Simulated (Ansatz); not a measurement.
# ScAl2Sb2As: the cost of one run

Computed with Ansatz 0.2.0 (DFT PBE, scalar-relativistic, plane waves, PAW, unless a step's input says otherwise).

## (1) The structure to begin with

Symmetry: P6/mmm, No. 191, hexagonal system. Conventional cell: a = 4.886 Å, b = 4.886 Å, c = 6.591 Å, α = 90.00°, β = 90.00°, γ = 120.00°. Around Sc (site symmetry 6/mmm) lie 6 Al at 2.82 Å. Around Al (site symmetry -6m2) lie 3 Sc at 2.82 Å and 3 Al at 2.82 Å. Sb (site symmetry -6m2) has 3 As at 2.82 Å and 3 Sb at 2.82 Å in its first shell of neighbours. Around As (site symmetry 6/mmm) lie 6 Sb at 2.82 Å.

Structure file:

```cif
data_structure
_symmetry_space_group_name_H-M 'P 1'
_symmetry_Int_Tables_number 1
_cell_length_a 4.8865
_cell_length_b 4.8865
_cell_length_c 6.5911
_cell_angle_alpha 90.000
_cell_angle_beta 90.000
_cell_angle_gamma 120.000
_cell_volume 136.30
loop_
_atom_site_label
_atom_site_type_symbol
_atom_site_fract_x
_atom_site_fract_y
_atom_site_fract_z
_atom_site_occupancy
Sc1 Sc 0.00000 0.00000 0.00000 1
Al1 Al 0.33333 0.66667 0.00000 1
Al2 Al 0.66667 0.33333 0.00000 1
Sb1 Sb 0.33333 0.66667 0.50000 1
Sb2 Sb 0.66667 0.33333 0.50000 1
As1 As 0.00000 0.00000 0.50000 1
```

A structure generator made this guess: random cell by space group and Wyckoff sites (P6/mmm, No. 191). The dimensions are guesses.

## (2) Probe: one point on a coarse mesh

input.yaml reads:

```yaml
crystal:
  lattice:
    - [4.8864837, 0.0, 0.0]
    - [-2.44324185, 4.23181902, 0.0]
    - [0.0, 0.0, 6.59112918]
  atoms:
    - { symbol: Sc, position: [0.0, 0.0, 0.0] }
    - { symbol: Al, position: [0.33333333, 0.66666667, 0.0] }
    - { symbol: Al, position: [0.66666667, 0.33333333, 0.0] }
    - { symbol: Sb, position: [0.33333333, 0.66666667, 0.5] }
    - { symbol: Sb, position: [0.66666667, 0.33333333, 0.5] }
    - { symbol: As, position: [0.0, 0.0, 0.5] }
basis:
  ecutwfc: 420
kpoints:
  mp_grid: { grid: [6, 6, 4] }
hamiltonian:
  xc: pbe
scf:
  occupations: { method: gaussian, width: 0.1 }
  lower_state_search: "off"
output:
  forces: true
  stress: true
  eigenvalues: true
```

On the command line:

```
> ansatz run input.yaml --threads 1 --pin off --max-ram 2560MiB --backend cpu --events-out ev --progress --plain --runs-dir out
```

Q: Estimate wall time and peak memory on 1 thread of Intel Xeon Gold 6455B (Sapphire Rapids), shared host.

About 3.7 s, with a peak of 0.49 GiB.
